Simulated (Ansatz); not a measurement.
# Cl2F2GeH3NSi: one species, many methods

The task here is to estimate one member of a computed series from the others.

Computed with Ansatz 0.2.0, Gaussian basis. Level: functionals in def2-TZVPP, the program's frozen cores in correlated methods.

Levels to be run: PBE-D4, r2SCAN-D4, PBE0-D4, B3LYP-D4, ωB97X-V, ωB97M-V, B2PLYP; CCSD(T)/def2-TZVPP; MP2/def2-QZVPP; extrapolation to the limit.

### Structure used throughout

An earlier PBE0-D4 in a triple-zeta def2 set relaxation fixed the geometry.

SMILES `F[Si](F)(Cl)[NH][GeH2][Cl]`, 10 atoms, charge 0, spin multiplicity 1.

Atoms are counted from 1 here; the program's logs count them from 0.

Bond lengths: F1–Si2 1.579 Å, Si2–F3 1.578 Å, Si2–Cl4 2.019 Å, Si2–N5 1.684 Å, N5–Ge6 1.834 Å, N5–H8 1.011 Å, Ge6–Cl7 2.153 Å, Ge6–H9 1.525 Å, Ge6–H10 1.530 Å. Angles: F1–Si2–F3 104.7°, F1–Si2–Cl4 108.3°, F1–Si2–N5 112.2°, F3–Si2–Cl4 109.7°, F3–Si2–N5 111.7°, Cl4–Si2–N5 110.0°, Si2–N5–Ge6 129.5°, Si2–N5–H8 116.1°, Ge6–N5–H8 113.5°, N5–Ge6–Cl7 109.6°, N5–Ge6–H9 109.9°, N5–Ge6–H10 107.0°, Cl7–Ge6–H9 107.3°, Cl7–Ge6–H10 107.2°, H9–Ge6–H10 115.8°.

The first run:

The input, in.yaml:

```yaml
crystal:
  periodic: [false, false, false]
  atoms:
    - {symbol: F, position_ang: [-1.783236, -2.121992, -0.435499]}
    - {symbol: Si, position_ang: [-0.793947, -1.281006, 0.463391]}
    - {symbol: F, position_ang: [-0.096920, -2.345189, 1.397704]}
    - {symbol: Cl, position_ang: [-1.884192, -0.002610, 1.583626]}
    - {symbol: N, position_ang: [0.330499, -0.426411, -0.453565]}
    - {symbol: Ge, position_ang: [0.628213, 1.381141, -0.545575]}
    - {symbol: Cl, position_ang: [1.726285, 2.020921, 1.192447]}
    - {symbol: H, position_ang: [1.051495, -0.977170, -0.900190]}
    - {symbol: H, position_ang: [-0.702666, 2.126631, -0.541263]}
    - {symbol: H, position_ang: [1.524478, 1.625695, -1.761075]}
basis:
  gaussian: {orbitals: def2-TZVPP}
hamiltonian: {xc: pbe, dispersion: d4}
output: {forces: true, orbitals: {seedname: orbitals}}
```

The run is started by

```sh
ansatz run in.yaml --threads 2 --pin off --events-out ev --progress --plain --max-ram 22528MiB --backend cuda --devices 0, --max-vram 18GiB
```

Steps of the session up to this table: PBE-D4 (GGA); r2SCAN-D4 (meta-GGA); PBE0-D4 (hybrid); B3LYP-D4 (hybrid); ωB97X-V (range-separated); ωB97M-V (range-separated); B2PLYP (double hybrid); CCSD(T) in def2-TZVPP; MP2 in def2-QZVPP.

One table of the session follows, with a row left open; its other results are not shown here.

```
            method  atomisation energy (eV)
            PBE-D4                   37.684
         r2SCAN-D4                   37.403
           PBE0-D4                   36.968
          B3LYP-D4                   36.881
           ωB97X-V                   37.591
           ωB97M-V                   37.407
            B2PLYP                   36.696
     HF/def2-TZVPP                   26.759
    MP2/def2-TZVPP                   37.610
   CCSD/def2-TZVPP                   35.667
CCSD(T)/def2-TZVPP                   36.344
           MP2/CBS                   38.819
       CCSD(T)/CBS                        ?
```

Q: Estimate the row for CCSD(T)/CBS from the others.

The run gave: atomisation energy (eV): 37.553. In the column «atomisation energy (eV)» it lies between ωB97M-V (37.407) and ωB97X-V (37.591).

Caveats from the session: Free atoms (2 F, 1 Si, 2 Cl, 1 N, 1 Ge, 3 H) were run apart at each level; the atomisation energy is their sum less the molecule, without zero-point or spin-orbit terms.
